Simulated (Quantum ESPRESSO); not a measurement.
Runs of Quantum ESPRESSO 7.5 on Cd2S. The structure is trigonal, space group P3m1 (No. 156). Conventional cell: a = 3.963 Å, b = 3.963 Å, c = 5.809 Å, α = 90.00°, β = 90.00°, γ = 120.00°. Around Cd (site symmetry 3m) lie 1 S at 2.52 Å. Cd (site symmetry 3m) has 3 S at 2.60 Å as nearest neighbours. S (site symmetry 3m) has 4 Cd at 2.52 to 2.60 Å as nearest neighbours. The cell comes from a database or a generator and needn't be the stable form of this composition.

```tsv
task	level	potentials or basis	cutoff (eV)	form of the LDA correlation	gap on the mesh (eV)	pressure (GPa)	largest force (eV/Å)
single point	PBE	SSSP 1.3 efficiency PBE	816	-	(a)	-0.2	0.05
band structure	LDA	GBRV 1.5 LDA	612	PZ81	-	-4.7	(b)
single point	PBEsol	GBRV 1.5 PBEsol	612	-	0.23	-2.8	0.11
band structure	PBEsol	GBRV 1.5 PBEsol	612	-	-	-2.8	0.11
```

Alike in all rows: no spin polarisation; cell as given; k mesh 8 × 8 × 5; smearing fermi-dirac 0.05 eV.

**Question.** Estimate the missing entries.

**Answer.** (a) 0.24; (b) 0.15.

Caveats: an odd mesh through Γ misses points on the zone boundary, where band edges often lie (some runs).

A k mesh can miss the band edges, and the runs leave out spin-orbit coupling on Cd.
